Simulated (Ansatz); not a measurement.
# ClFH10O3Si4: the cost of one run

Computed with Ansatz 0.2.0, Gaussian basis. Level: PBE0-D4/def2-SVP.

## (1) Starting geometry

The start, a first-order saddle point found at PBE0-D4 in triple zeta: 19 atoms, charge 0, spin multiplicity 1.

Atoms are counted from 1 here; the program's logs count them from 0.

Bond lengths: Si1–O2 1.784 Å, Si1–O4 1.603 Å, Si1–O6 1.603 Å, Si1–F8 1.625 Å, O2–Si3 1.722 Å, O2–H9 1.001 Å, Si3–H11 1.472 Å, Si3–H12 1.479 Å, Si3–H13 1.472 Å, O4–Si5 1.652 Å, Si5–H14 1.481 Å, Si5–H15 1.482 Å, Si5–H16 1.484 Å, O6–Si7 1.652 Å, Si7–H17 1.481 Å, Si7–H18 1.484 Å, Si7–H19 1.482 Å. Angles: O2–Si1–O4 117.5°, O2–Si1–O6 117.5°, O2–Si1–F8 86.2°, O4–Si1–O6 122.6°, O4–Si1–F8 99.2°, O6–Si1–F8 99.2°, Si1–O2–Si3 128.1°, Si1–O2–H9 103.7°, Si3–O2–H9 128.1°, O2–Si3–H11 108.2°, O2–Si3–H12 102.1°, O2–Si3–H13 108.2°, H11–Si3–H12 111.8°, H11–Si3–H13 114.0°, H12–Si3–H13 111.8°, Si1–O4–Si5 141.4°, O4–Si5–H14 111.3°, O4–Si5–H15 110.5° and more.

Geometry (Å):

```mol
ClFH10O3Si4
  3D, bonds by distance, orders not assigned

 19 17  0  0  0  0  0  0  0  0999 V2000
    0.3939    0.0069    0.3437 Si  0  0
    0.6764   -0.9469   -1.1378 O   0  0
    2.0876   -1.8272   -1.5827 Si  0  0
    0.6077    1.5933    0.2548 O   0  0
   -0.1822    2.9797   -0.1734 Si  0  0
   -0.4357   -0.6885    1.5261 O   0  0
   -1.9862   -0.9607    2.0272 Si  0  0
    1.8944   -0.4342    0.7831 F   0  0
   -0.1752   -0.8433   -1.6527 H   0  0
   -1.6794    0.2165   -0.9821 Cl  0  0
    2.3010   -2.8877   -0.5839 H   0  0
    1.7054   -2.3815   -2.9000 H   0  0
    3.2062   -0.8763   -1.6933 H   0  0
   -1.5118    3.0620    0.4737 H   0  0
   -0.3038    3.0732   -1.6471 H   0  0
    0.6755    4.0870    0.3173 H   0  0
   -2.7786    0.2904    2.0243 H   0  0
   -1.8658   -1.4662    3.4174 H   0  0
   -2.6291   -1.9967    1.1854 H   0  0
  1  2  8  0
  1  4  8  0
  1  6  8  0
  1  8  8  0
  2  3  8  0
  2  9  8  0
  3 11  8  0
  3 12  8  0
  3 13  8  0
  4  5  8  0
  5 14  8  0
  5 15  8  0
  5 16  8  0
  6  7  8  0
  7 17  8  0
  7 18  8  0
  7 19  8  0
M  END
```

## (2) The run

File md/in.yaml:

```yaml
crystal:
  periodic: [false, false, false]
  atoms:
    - {symbol: Si, position_ang: [0.393916, 0.006914, 0.343674]}
    - {symbol: O, position_ang: [0.676421, -0.946937, -1.137768]}
    - {symbol: Si, position_ang: [2.087645, -1.827214, -1.582684]}
    - {symbol: O, position_ang: [0.607671, 1.593278, 0.254803]}
    - {symbol: Si, position_ang: [-0.182218, 2.979720, -0.173403]}
    - {symbol: O, position_ang: [-0.435691, -0.688545, 1.526059]}
    - {symbol: Si, position_ang: [-1.986207, -0.960744, 2.027202]}
    - {symbol: F, position_ang: [1.894443, -0.434187, 0.783119]}
    - {symbol: H, position_ang: [-0.175239, -0.843259, -1.652677]}
    - {symbol: Cl, position_ang: [-1.679414, 0.216507, -0.982067]}
    - {symbol: H, position_ang: [2.300991, -2.887665, -0.583913]}
    - {symbol: H, position_ang: [1.705435, -2.381521, -2.899967]}
    - {symbol: H, position_ang: [3.206201, -0.876310, -1.693275]}
    - {symbol: H, position_ang: [-1.511816, 3.061973, 0.473746]}
    - {symbol: H, position_ang: [-0.303786, 3.073163, -1.647109]}
    - {symbol: H, position_ang: [0.675549, 4.087008, 0.317302]}
    - {symbol: H, position_ang: [-2.778557, 0.290430, 2.024259]}
    - {symbol: H, position_ang: [-1.865821, -1.466150, 3.417392]}
    - {symbol: H, position_ang: [-2.629122, -1.996662, 1.185404]}
basis:
  gaussian: {orbitals: def2-SVP}
hamiltonian: {xc: pbe0, dispersion: d4}
md: {n_steps: 60, timestep: 0.5, temperature: 200, ensemble: nvt_langevin, seed: 537, friction: 0.01, initial_velocities: maxwell_boltzmann}
```

Run with:

```bash
> ansatz run in.yaml --threads 4 --pin off --events-out ev --progress --plain --max-ram 46080MiB --backend cuda --devices 0, --max-vram 37GiB
```

**Question.** How long does this run take on 1 × a share of an NVIDIA H100 with 4 threads of AMD EPYC 7R13, shared host?

About 2.2 min.
